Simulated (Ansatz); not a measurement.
**ClGeH₃O₃: one species, many methods**

Aim: compute ClGeH₃O₃ with functionals from several rungs and with coupled cluster. The yardstick is the atomisation energy at the CCSD(T) limit.

Computed with Ansatz 0.2.0, Gaussian basis. Level: functionals in def2-TZVPP, the program's frozen cores in correlated methods.

Levels to be run: LDA (SPW92), PBE-D4, revPBE-D4, BLYP-D4, r2SCAN-D4, B97M-V, PBE0-D4, B3LYP-D4, r2SCANh-D4, r2SCAN0-D4, HSE06-D4, BHLYP-D4, CAM-B3LYP-D4, LC-ωPBE, ωB97X-V, ωB97M-V, B2PLYP, PBE-QIDH; CCSD(T)/def2-SVP; CCSD(T)/def2-TZVPP; MP2/def2-QZVPP; extrapolation to the limit; RPA on PBE.

**1. The geometry**

All runs share one geometry, relaxed beforehand with PBE0-D4 in a triple-zeta def2 set.

SMILES `[OH][Ge]([OH])([OH])[Cl]`, 8 atoms, charge 0, spin multiplicity 1.

Atoms are counted from 1 here; the program's logs count them from 0.

Bond lengths: O1–Ge2 1.748 Å, O1–H6 0.961 Å, Ge2–O3 1.748 Å, Ge2–O4 1.759 Å, Ge2–Cl5 2.128 Å, O3–H7 0.961 Å, O4–H8 0.962 Å. Angles: Ge2–O1–H6 112.6°, O1–Ge2–O3 103.1°, O1–Ge2–O4 112.9°, O1–Ge2–Cl5 112.2°, O3–Ge2–O4 112.8°, O3–Ge2–Cl5 112.3°, O4–Ge2–Cl5 103.8°, Ge2–O3–H7 112.6°, Ge2–O4–H8 111.7°.

Coordinates:

```mol
ClGeH3O3
  3D, bonds by distance, orders not assigned

  8  7  0  0  0  0  0  0  0  0999 V2000
   -0.9143    1.1834    0.8375 O   0  0
    0.0800    0.1379   -0.1499 Ge  0  0
    1.5501   -0.0086    0.7847 O   0  0
   -0.6766   -1.4149   -0.4795 O   0  0
    0.4308    0.9520   -2.0849 Cl  0  0
   -1.7159    1.4631    0.3879 H   0  0
    2.2384   -0.4885    0.3168 H   0  0
   -0.9004   -1.8813    0.3314 H   0  0
  1  2  8  0
  2  3  8  0
  2  4  8  0
  2  5  8  0
  1  6  8  0
  3  7  8  0
  4  8  8  0
M  END
```

**2. LDA**

This LDA is Slater exchange with PW92 correlation.

File in.yaml:

```yaml
crystal:
  periodic: [false, false, false]
  atoms:
    - {symbol: O, position_ang: [-0.914256, 1.183361, 0.837536]}
    - {symbol: Ge, position_ang: [0.079989, 0.137944, -0.149861]}
    - {symbol: O, position_ang: [1.550119, -0.008596, 0.784745]}
    - {symbol: O, position_ang: [-0.676606, -1.414878, -0.479483]}
    - {symbol: Cl, position_ang: [0.430838, 0.952002, -2.084889]}
    - {symbol: H, position_ang: [-1.715888, 1.463078, 0.387930]}
    - {symbol: H, position_ang: [2.238410, -0.488512, 0.316787]}
    - {symbol: H, position_ang: [-0.900405, -1.881300, 0.331437]}
basis:
  gaussian: {orbitals: def2-TZVPP}
hamiltonian: {xc: lda}
output: {orbitals: {seedname: orbitals}}
```

After this run come: PBE-D4 (GGA); revPBE-D4 (GGA); BLYP-D4 (GGA); r2SCAN-D4 (meta-GGA); B97M-V (meta-GGA); PBE0-D4 (hybrid); B3LYP-D4 (hybrid); r2SCANh-D4 (hybrid); r2SCAN0-D4 (hybrid); HSE06-D4 (hybrid); BHLYP-D4 (hybrid); CAM-B3LYP-D4 (range-separated); LC-ωPBE-D4 (range-separated); ωB97X-V (range-separated); ωB97M-V (range-separated); B2PLYP (double hybrid); PBE-QIDH (double hybrid); CCSD(T) in def2-SVP; CCSD(T) in def2-TZVPP; MP2 in def2-QZVPP; RPA on PBE orbitals.

**Question.** What will the summary of the whole plan be? Wanted: atomisation energy, CCSD(T)/CBS; farthest beyond LDA; mean size of error, GGA; mean size of error, meta-GGA; mean size of error, hybrid; mean size of error, range-separated; mean size of error, double hybrid; gap, smallest and largest; T1 diagnostic.

The runs gave:

```
                               quantity                                  value
        atomisation energy, CCSD(T)/CBS                          2900.7 kJ/mol
 functionals within 29.0 kJ/mol (1.0 %)     PBE-D4, r2SCAN-D4, B97M-V, ωB97X-V
                    farthest beyond LDA               BHLYP-D4 (-204.5 kJ/mol)
                mean size of error, GGA                            50.6 kJ/mol
           mean size of error, meta-GGA                            19.8 kJ/mol
             mean size of error, hybrid                            95.7 kJ/mol
    mean size of error, range-separated                            36.9 kJ/mol
      mean size of error, double hybrid                            67.9 kJ/mol
              gap, smallest and largest  5.76 eV (BLYP-D4), 13.83 eV (LC-ωPBE)
                          T1 diagnostic                                 0.0113
triples share of the correlation energy                                  3.7 %
```

The LDA atomisation energy is off by 486.0 kJ/mol (17 %): it overbinds. PBE-D4 misses by +27.0 kJ/mol. Double hybrids carry the basis error of their MP2 part in triple zeta, and no dispersion term here, so their miss is partly the set-up's. By mean error the best rung here is meta-GGA (19.8 kJ/mol) and the worst beyond LDA is hybrid (95.7 kJ/mol). The mean of the hybrids holds BHLYP, with half exact exchange. The reference freezes the cores and leaves out relativity and excitations past (T), and its outer-core shells are covered unevenly, so misses under about 29.0 kJ/mol can't be ranked. Hartree-Fock recovers 65 % of the binding; the rest is correlation. CCSD(T) in def2-SVP is off by -273.1 kJ/mol, so the small basis spoils what the method gains. The gap grows from 5.8 to 13.8 eV across the functionals, mostly with the share of exact exchange. Correlated methods include outer-core shells of Ge, which these sets cover unevenly.
